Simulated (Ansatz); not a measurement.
# CH6O3Sn: the cost of one run

The runs use Ansatz 0.2.0, Gaussian basis; the settings change from run to run.

### 1 The molecule

The geometry comes from an earlier relaxation with PBE0-D4 in a triple-zeta def2 set; it is a stationary point, not always the lowest conformer. Sn takes a core potential in def2 sets; no spin-orbit term is included.

SMILES `C[O][SnH]([OH])[OH]`, 11 atoms, charge 0, spin multiplicity 1.

Atoms are counted from 1 here; the program's logs count them from 0.

Bond lengths: C1–O2 1.410 Å, C1–H6 1.098 Å, C1–H7 1.097 Å, C1–H8 1.093 Å, O2–Sn3 1.952 Å, Sn3–O4 1.958 Å, Sn3–O5 1.948 Å, Sn3–H9 1.690 Å, O4–H10 0.960 Å, O5–H11 0.961 Å. Angles: O2–C1–H6 112.3°, O2–C1–H7 112.3°, O2–C1–H8 108.0°, H6–C1–H7 108.2°, H6–C1–H8 107.9°, H7–C1–H8 108.1°, C1–O2–Sn3 120.6°, O2–Sn3–O4 107.7°, O2–Sn3–O5 110.0°, O2–Sn3–H9 108.0°, O4–Sn3–O5 102.6°, O4–Sn3–H9 116.0°, O5–Sn3–H9 112.2°, Sn3–O4–H10 113.3°, Sn3–O5–H11 111.5°.

### 2 PBE/def2-mTZVP

Set apart from the defaults: multiplicity 3, restricted open-shell orbitals, atoms shaken by 0.03 Å, D3(BJ) with three-body dispersion, relativity set to scalar.

File in.yaml:

```yaml
crystal:
  periodic: [false, false, false]
  atoms:
    - {symbol: C, position_ang: [-0.026755, 1.612076, -0.756809]}
    - {symbol: O, position_ang: [0.912088, 0.418998, -0.826276]}
    - {symbol: Sn, position_ang: [0.590602, -1.129868, 0.292043]}
    - {symbol: O, position_ang: [-1.039239, -1.982728, -0.187092]}
    - {symbol: O, position_ang: [0.285357, -0.445658, 2.196052]}
    - {symbol: H, position_ang: [-1.033575, 1.426765, -1.086135]}
    - {symbol: H, position_ang: [0.065242, 1.992153, 0.221644]}
    - {symbol: H, position_ang: [0.398587, 2.354113, -1.441384]}
    - {symbol: H, position_ang: [2.009316, -1.961449, 0.256134]}
    - {symbol: H, position_ang: [-1.317942, -1.904416, -1.081734]}
    - {symbol: H, position_ang: [-0.684721, -0.483731, 2.312734]}
basis:
  gaussian: {orbitals: def2-mTZVP}
magnetization: {spin_polarized: false, initial_magnetization: 2}
hamiltonian: {xc: {name: PBE}, dispersion: d3bjatm, pseudopotentials: {relativity: scalar}}
```

Run with:

```console
$ ansatz run in.yaml --threads 4 --pin off --events-out ev --progress --plain --max-ram 10444MiB
```

**Question.** How long does this run take on 4 threads of INTEL XEON PLATINUM 8581C at 2.30GHz, shared host, and how much memory does it need?

About 11 s, with a peak of 0.43 GiB.
